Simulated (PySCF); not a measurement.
# [Pb(NH3)3]2+: other functionals and bases at one geometry

How far do other levels of theory move the description of [Pb(NH3)3]2+, and what does each cost? It is a constructed species; whether it can be made isn't addressed.

Method: several levels, as the steps say, no spin–orbit coupling; program: PySCF 2.14.0.

3 further runs of the same task are left out: 2 for a known fault of the program, 1 that didn't finish.

### 1 The starting structure

13 atoms, charge 2, spin multiplicity 1.

Bond lengths: Pb1–N2 2.518 Å, Pb1–N6 2.518 Å, Pb1–N10 2.518 Å, N2–H3 1.036 Å, N2–H4 1.038 Å, N2–H5 1.037 Å, N6–H7 1.036 Å, N6–H8 1.038 Å, N6–H9 1.037 Å, N10–H11 1.036 Å, N10–H12 1.038 Å, N10–H13 1.037 Å. Angles: N2–Pb1–N6 93.7°, N2–Pb1–N10 93.7°, N6–Pb1–N10 93.7°, Pb1–N2–H3 118.2°, Pb1–N2–H4 110.5°, Pb1–N2–H5 111.1°, H3–N2–H4 105.7°, H3–N2–H5 105.6°, H4–N2–H5 104.9°, Pb1–N6–H7 118.2°, Pb1–N6–H8 110.5°, Pb1–N6–H9 111.1°, H7–N6–H8 105.7°, H7–N6–H9 105.6°, H8–N6–H9 104.9°, Pb1–N10–H11 118.2°, Pb1–N10–H12 110.5°, Pb1–N10–H13 111.1° and more.

Coordinates:

```xyz
13

Pb    0.0000    0.0000   -1.1669
N     2.1213    0.0480    0.1897
H     2.0456   -0.0352    1.2193
H     2.7595   -0.7147   -0.1071
H     2.6533    0.9214    0.0188
N    -1.1022    1.8131    0.1897
H    -0.9923    1.7892    1.2193
H    -0.7608    2.7472   -0.1071
H    -2.1246    1.8372    0.0188
N    -1.0191   -1.8611    0.1897
H    -1.0533   -1.7540    1.2193
H    -1.9987   -2.0325   -0.1071
H    -0.5287   -2.7586    0.0188
```

Formal oxidation states: Pb +2. An earlier session relaxed this geometry at BP86, Pb def2-SVP with ECP60, N def2-SVP, H def2-SVP (singlet, point group C3).

At BP86 on the finer grid: E = -362.066019 Eh, HOMO -16.41 eV, LUMO -10.81 eV, Mulliken charge on Pb1 +0.98 e, largest force component 0.018 eV/Å. 

Levels to run: PBE; B3LYP; r2SCAN; HF; BP86, TZVP; BP86, x2c-SVP. Hardware: 2 threads of AMD EPYC 9B45 (Zen 5), shared host.

### 2 PBE

run.py (the lines that set the calculation) reads:

```python
mol = gto.M(atom='''
Pb     0.00000     0.00000    -1.16686
N      2.12129     0.04799     0.18965
H      2.04562    -0.03521     1.21931
H      2.75952    -0.71469    -0.10711
H      2.65333     0.92141     0.01882
N     -1.10220     1.81310     0.18965
H     -0.99232     1.78917     1.21931
H     -0.76082     2.74716    -0.10711
H     -2.12463     1.83715     0.01882
N     -1.01909    -1.86108     0.18965
H     -1.05330    -1.75396     1.21931
H     -1.99870    -2.03247    -0.10711
H     -0.52870    -2.75855     0.01882''',
    basis={'Pb': 'def2-SVP', 'N': 'def2-SVP', 'H': 'def2-SVP'},
    ecp={'Pb': 'def2-SVP'},
    charge=2, spin=0)
mf = dft.RKS(mol, xc='PBE')
mf.grids.atom_grid = (75, 302)
mf = mf.density_fit()  # fitting sets: Pb def2-universal-JKFIT, N def2-universal-JKFIT, H def2-universal-JKFIT
mf.conv_tol = 1e-08; mf.max_cycle = 55
mf.kernel(dm0)  # dm0: the density of the relaxed state
```

Command:

```bash
$ OMP_NUM_THREADS=2 python run.py
```

### 3 B3LYP

Edit run.py (the lines that set the calculation) of step 2 so:

```diff
@@ -17,3 +17,3 @@
     charge=2, spin=0)
-mf = dft.RKS(mol, xc='PBE')
+mf = dft.RKS(mol, xc='B3LYP')
 mf.grids.atom_grid = (75, 302)
```

### 4 r2SCAN

Edit run.py (the lines that set the calculation) of step 3 so:

```diff
@@ -17,3 +17,3 @@
     charge=2, spin=0)
-mf = dft.RKS(mol, xc='B3LYP')
+mf = dft.RKS(mol, xc='R2SCAN')
 mf.grids.atom_grid = (75, 302)
```

### 5 HF

Edit run.py (the lines that set the calculation) of step 4 so:

```diff
@@ -17,4 +17,3 @@
     charge=2, spin=0)
-mf = dft.RKS(mol, xc='R2SCAN')
-mf.grids.atom_grid = (75, 302)
+mf = scf.RHF(mol)
 mf = mf.density_fit()  # fitting sets: Pb def2-universal-JKFIT, N def2-universal-JKFIT, H def2-universal-JKFIT
```

### 6 BP86, TZVP

Basis: Pb def2-TZVP with ECP60, N def2-TZVP, H def2-TZVP. 

Edit run.py (the lines that set the calculation) of step 5 so:

```diff
@@ -14,8 +14,9 @@
 H     -0.52870    -2.75855     0.01882''',
-    basis={'Pb': 'def2-SVP', 'N': 'def2-SVP', 'H': 'def2-SVP'},
-    ecp={'Pb': 'def2-SVP'},
+    basis={'Pb': 'def2-TZVP', 'N': 'def2-TZVP', 'H': 'def2-TZVP'},
+    ecp={'Pb': 'def2-TZVP'},
     charge=2, spin=0)
-mf = scf.RHF(mol)
+mf = dft.RKS(mol, xc='B88,P86')
+mf.grids.atom_grid = (75, 302)
 mf = mf.density_fit()  # fitting sets: Pb def2-universal-JKFIT, N def2-universal-JKFIT, H def2-universal-JKFIT
 mf.conv_tol = 1e-08; mf.max_cycle = 55
-mf.kernel(dm0)  # dm0: the density of the relaxed state
+mf.kernel(dm0)  # dm0: free metal ions and neutral atoms
```

### 7 BP86, x2c-SVP

Basis: Pb x2c-SVPall, N x2c-SVPall, H x2c-SVPall. All electrons are treated, with the spin-free X2C Hamiltonian.

Edit run.py (the lines that set the calculation) of step 6 so:

```diff
@@ -14,8 +14,9 @@
 H     -0.52870    -2.75855     0.01882''',
-    basis={'Pb': 'def2-TZVP', 'N': 'def2-TZVP', 'H': 'def2-TZVP'},
-    ecp={'Pb': 'def2-TZVP'},
+    basis={'Pb': 'x2c-SVPall', 'N': 'x2c-SVPall', 'H': 'x2c-SVPall'},
+    nucmod='G',
     charge=2, spin=0)
 mf = dft.RKS(mol, xc='B88,P86')
-mf.grids.atom_grid = (75, 302)
-mf = mf.density_fit()  # fitting sets: Pb def2-universal-JKFIT, N def2-universal-JKFIT, H def2-universal-JKFIT
+mf.grids.atom_grid = (99, 590)
+mf = mf.density_fit()  # fitting sets: Pb AutoAux, N AutoAux, H AutoAux
+mf = mf.sfx2c1e()
 mf.conv_tol = 1e-08; mf.max_cycle = 55
```

What does the calculation give? Wanted: for each run, HOMO; gap; charge on Pb1; dipole; largest force.

**Answer**, as computed:

| level | state | HOMO (eV) | gap (eV) | charge on Pb1 (e) | dipole (D) | largest force (eV/Å) | basis functions | time |
| --- | --- | --- | --- | --- | --- | --- | --- | --- |
| BP86 (relaxed here) | singlet | -16.41 | 5.60 | 0.98 | 7.11 | 0.02 | 113 | 13 s |
| PBE | singlet | -16.29 | 5.55 | 0.98 | 7.09 | 0.05 | 113 | 4.9 s |
| B3LYP | singlet | -17.28 | 7.01 | 1.04 | 6.91 | 0.32 | 113 | 4.1 s |
| r2SCAN | singlet | -16.58 | 6.13 | 1.06 | 7.01 | 0.36 | 113 | 6.9 s |
| HF | singlet | -20.06 | 12.96 | 1.31 | 6.51 | 1.00 | 113 | 1.4 s |
| BP86, TZVP | singlet | -16.47 | 5.57 | 1.11 | 6.92 | 0.28 | 197 | 13 s |
| BP86, x2c-SVP | singlet | -16.44 | 5.60 | 0.99 | 7.09 | 0.69 | 149 | 32 s |

Times are on 2 threads of AMD EPYC 9B45 (Zen 5), shared host; the first row also made further properties. The dipole of a charged species depends on the origin, so these sizes hold for this origin alone.

In one basis the HOMO–LUMO gap runs from 5.55 eV (PBE) to 12.96 eV (HF). The largest leftover force, 1.00 eV/Å with HF, stands at a geometry relaxed at another level. The Mulliken charge on Pb spans +0.98 to +1.31 e over the levels. Total energies of different levels can't be compared. Spin–orbit coupling is left out throughout.
